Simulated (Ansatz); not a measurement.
**C2H5FGeSi: one species, many methods**

One table from this session's results is given with a row withheld; the runs are named, their logs left out.

Method: functionals in def2-TZVPP, the program's frozen cores in correlated methods; program: Ansatz 0.2.0, Gaussian basis.

Plan: LDA (SPW92), PBE-D4, revPBE-D4, BLYP-D4, r2SCAN-D4, B97M-V, PBE0-D4, B3LYP-D4, r2SCANh-D4, r2SCAN0-D4, HSE06-D4, BHLYP-D4, CAM-B3LYP-D4, LC-ωPBE, ωB97X-V, ωB97M-V, B2PLYP, PBE-QIDH; CCSD(T)/def2-SVP; CCSD(T)/def2-TZVPP; MP2/def2-QZVPP; extrapolation to the limit; RPA on PBE.

**The relaxed structure**

The geometry comes from an earlier relaxation with PBE0-D4 in a triple-zeta def2 set; it is a stationary point, not always the lowest conformer.

SMILES `FC#[C][GeH2][SiH3]`, 10 atoms, charge 0, spin multiplicity 1.

Atoms are counted from 1 here; the program's logs count them from 0.

Bond lengths: F1–C2 1.270 Å, C2–C3 1.202 Å, C3–Ge4 1.897 Å, Ge4–Si5 2.381 Å, Ge4–H6 1.537 Å, Ge4–H7 1.537 Å, Si5–H8 1.487 Å, Si5–H9 1.486 Å, Si5–H10 1.486 Å. Angles: F1–C2–C3 179.5°, C2–C3–Ge4 177.5°, C3–Ge4–Si5 108.4°, C3–Ge4–H6 107.9°, C3–Ge4–H7 107.9°, Si5–Ge4–H6 111.8°, Si5–Ge4–H7 111.8°, H6–Ge4–H7 108.8°, Ge4–Si5–H8 109.8°, Ge4–Si5–H9 109.6°, Ge4–Si5–H10 109.6°, H8–Si5–H9 109.2°, H8–Si5–H10 109.2°, H9–Si5–H10 109.4°.

Set-up of the first run:

File in.yaml:

```yaml
crystal:
  periodic: [false, false, false]
  atoms:
    - {symbol: F, position_ang: [1.319406, -3.701178, 0.534815]}
    - {symbol: C, position_ang: [0.764544, -2.638142, 0.117065]}
    - {symbol: C, position_ang: [0.235251, -1.636506, -0.286052]}
    - {symbol: Ge, position_ang: [-0.567520, -0.015978, -0.859443]}
    - {symbol: Si, position_ang: [0.026211, 1.701063, 0.679487]}
    - {symbol: H, position_ang: [-2.088290, -0.233783, -0.912865]}
    - {symbol: H, position_ang: [-0.059341, 0.288227, -2.277982]}
    - {symbol: H, position_ang: [-0.583805, 2.989868, 0.257831]}
    - {symbol: H, position_ang: [-0.467408, 1.346966, 2.035179]}
    - {symbol: H, position_ang: [1.504053, 1.848165, 0.715164]}
basis:
  gaussian: {orbitals: def2-TZVPP}
hamiltonian: {xc: lda}
output: {orbitals: {seedname: orbitals}}
```

Among the steps run: LDA; PBE-D4 (GGA); revPBE-D4 (GGA); BLYP-D4 (GGA); r2SCAN-D4 (meta-GGA); B97M-V (meta-GGA); PBE0-D4 (hybrid); B3LYP-D4 (hybrid); r2SCANh-D4 (hybrid); r2SCAN0-D4 (hybrid); HSE06-D4 (hybrid); BHLYP-D4 (hybrid); CAM-B3LYP-D4 (range-separated); LC-ωPBE (range-separated); ωB97X-V (range-separated); ωB97M-V (range-separated); B2PLYP (double hybrid); PBE-QIDH (double hybrid).

One of the session's tables, all rows but one given; the rest of the session is left out.

It belongs to the step «Orbital energies across the functionals». 

| functional | HOMO (eV) | gap (eV) |
| --- | --- | --- |
| LDA (SPW92) | -6.68 | 5.75 |
| PBE-D4 | -6.52 | 5.82 |
| revPBE-D4 | -6.46 | 5.85 |
| BLYP-D4 | -6.37 | 5.81 |
| r2SCAN-D4 | -6.76 | 6.31 |
| B97M-V | -6.84 | 6.28 |
| PBE0-D4 | -7.72 | 7.88 |
| B3LYP-D4 | -7.49 | 7.45 |
| r2SCANh-D4 | -7.21 | 7.06 |
| r2SCAN0-D4 | -7.88 | 8.18 |
| HSE06-D4 | -7.32 | 7.11 |
| BHLYP-D4 | -8.77 | 9.79 |
| CAM-B3LYP-D4 | -9.01 | 10.13 |
| LC-ωPBE | -10.34 | 12.61 |
| ωB97X-V | -9.98 | 12.13 |
| ωB97M-V | ? | ? |

Q: Estimate the row for ωB97M-V from the others.

**Answer.** HOMO (eV): -9.81; gap (eV): 11.64. In the column «HOMO (eV)» it lies between ωB97X-V (-9.98) and CAM-B3LYP-D4 (-9.01).
